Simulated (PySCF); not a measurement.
# C3H8BNS: electronic excitations and core binding energies

Aim: predict the electronic excitations and core binding energies of C3H8BNS (`C=C(BN)SC`).

The runs use PySCF 2.14.0, with density-fitted response routines of our own; the level of theory stands in each step. All values are computed, except where a source is named. Atoms are numbered from 0 throughout.

## Step 1: The molecule as given

14 atoms, charge 0, multiplicity 1; geometry from: GFN2-xTB.

Bonds of the start (Å): C0–C1 1.33, C1–B2 1.57, B2–N3 1.38, C1–S4 1.78, S4–C5 1.82, C0–H6 1.08, C0–H7 1.08, B2–H8 1.17, N3–H9 1.01, N3–H10 1.01, C5–H11 1.09, C5–H12 1.09, C5–H13 1.09.

## Step 2: TDDFT and polarisability: CAM-B3LYP/def2-SVPD

The job: settings as JSON, then the geometry in Å.

```
{"job": {"kind": "uv", "xc": "CAM-B3LYP", "basis": "def2-SVPD", "nstates": 8, "ntriplets": 3}, "charge": 0, "multiplicity": 1}
C      0.105958    -1.548966    -0.074431
C     -0.346851    -0.337290     0.245700
B     -1.874580    -0.022955     0.430658
N     -2.287836     1.249472     0.758924
S      0.755535     1.038981     0.488929
C      2.419530     0.362853     0.226088
H     -0.592689    -2.357020    -0.211653
H      1.144125    -1.802836    -0.213791
H     -2.666261    -0.874328     0.285872
H     -3.248354     1.516677     0.890685
H     -1.643265     2.012886     0.890601
H      2.620931    -0.418971     0.953268
H      2.510918    -0.012405    -0.789386
H      3.102161     1.193427     0.376395
```

Method: TDDFT CAM-B3LYP/def2-SVPD, vertical, gas phase, core orbitals frozen in the response.

Run with:

```bash
$ OMP_NUM_THREADS=1 python probes_run.py task.json out
```

One launch serves the whole session: the jobs run in the order shown.

**Question.** This job is followed by: delta-SCF UKS SCAN, pcX-2 on the ionised atom, pcseg-1 elsewhere, spin-free X2C. What will the session give for the following? lowest singlet (CAM-B3LYP/def2-SVPD); brightest single state of those computed; lowest triplet; C1s binding energies, SCAN/pcX-2 (standing for 2 of 3 atoms); N1s binding energies, SCAN/pcX-2; S1s binding energies, SCAN/pcX-2; S2p binding energies, SCAN/pcX-2.

**Answer**, as computed:

| quantity | value |
| --- | --- |
| lowest singlet (CAM-B3LYP/def2-SVPD) | 5.02 eV (247 nm), f = 0.116 |
| brightest single state of those computed | state 8, 7.04 eV, f = 0.318 |
| lowest triplet | 3.45 eV |
| C1s binding energies, SCAN/pcX-2 (standing for 2 of 3 atoms) | C5 291.21, C0 289.52 eV |
| N1s binding energies, SCAN/pcX-2 | N3 405.09 eV |
| S1s binding energies, SCAN/pcX-2 | S4 2476.80 eV |
| S2p binding energies, SCAN/pcX-2 | S4 169.39 eV |

**Reading.** The first singlet state (HOMO→LUMO 0.98) lies at 5.02 eV and is bright; of the 8 states computed, the strongest absorption comes from state 8 at 7.04 eV (the last computed, so partners may be missing). The lowest triplet lies 1.57 eV below the lowest singlet (triplets in Tamm-Dancoff, singlets in full TDDFT). The C1s levels kept as sound span 1.69 eV, from C0 (terminal =CH2 carbon) up to C5 (methyl carbon bonded to S). Only 2 of the 3 C atoms are covered by sound results.
